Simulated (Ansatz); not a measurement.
# HBrF radical: geometry and frequencies at several levels

The task here is to estimate one member of a computed series from the others.

Method: the levels named in each step, in Ansatz 0.2.0.

## The system as given

Bond lengths: F1–H3 0.932 Å.

Coordinates:

```xyz
3

F    -2.4533    0.6502   -1.3593
Br    0.6057   -0.1646    0.3482
H    -1.7738    0.7913   -1.9821
```

The first run:

input.yaml reads:

```yaml
crystal:
  periodic: [false, false, false]
  atoms:
    - { symbol: F, position_ang: [-2.45335, 0.65017, -1.35934] }
    - { symbol: Br, position_ang: [0.6057, -0.16457, 0.34821] }
    - { symbol: H, position_ang: [-1.77376, 0.79125, -1.98208] }
magnetization:
  spin_polarized: true
  initial_magnetization: 1
basis:
  gaussian: { orbitals: def2-SVP }
hamiltonian:
  xc: pbe
  dispersion: d4
relax:
  f_tol: 0.03
  max_steps: 200
```

Started as:

```sh
> ansatz run input.yaml --threads 1 --pin off --max-ram 2560MiB --backend cpu --events-out ev --progress --plain --runs-dir out
```

Steps of the session up to this table: A rough first relaxation, PBE-D4/def2-SVP; Relaxation, HF/STO-3G; Frequencies, HF/STO-3G; Relaxation, HF/def2-SVP; Frequencies, HF/def2-SVP; Relaxation, LDA/def2-SVP; Frequencies, LDA/def2-SVP; Relaxation, PBE-D4/def2-SVP; Frequencies, PBE-D4/def2-SVP; Relaxation, PBE0-D4/def2-TZVPP; Relaxation, MP2/def2-TZVPP; Frequencies, MP2/def2-TZVPP.

One table of the session follows, with a row left open; its other results are not shown here.

```
             level  F1–H3 (Å)  dipole (D)  highest frequency (cm⁻¹)
         HF/STO-3G     0.9549        1.32                      4480
       HF/def2-SVP     0.9017        2.01                      4478
      LDA/def2-SVP     0.9497        1.51                      3700
   PBE-D4/def2-SVP     0.9400        1.74                      3850
PBE0-D4/def2-TZVPP     0.9197        1.87                         -
    MP2/def2-TZVPP          ?           ?                         ?
```

Q: Estimate the row for MP2/def2-TZVPP from the others.

As computed: F1–H3 (Å): 0.9192; dipole (D): 1.91; highest frequency (cm⁻¹): 4136. In the column «F1–H3 (Å)» it lies between HF/def2-SVP (0.9017) and PBE0-D4/def2-TZVPP (0.9197).
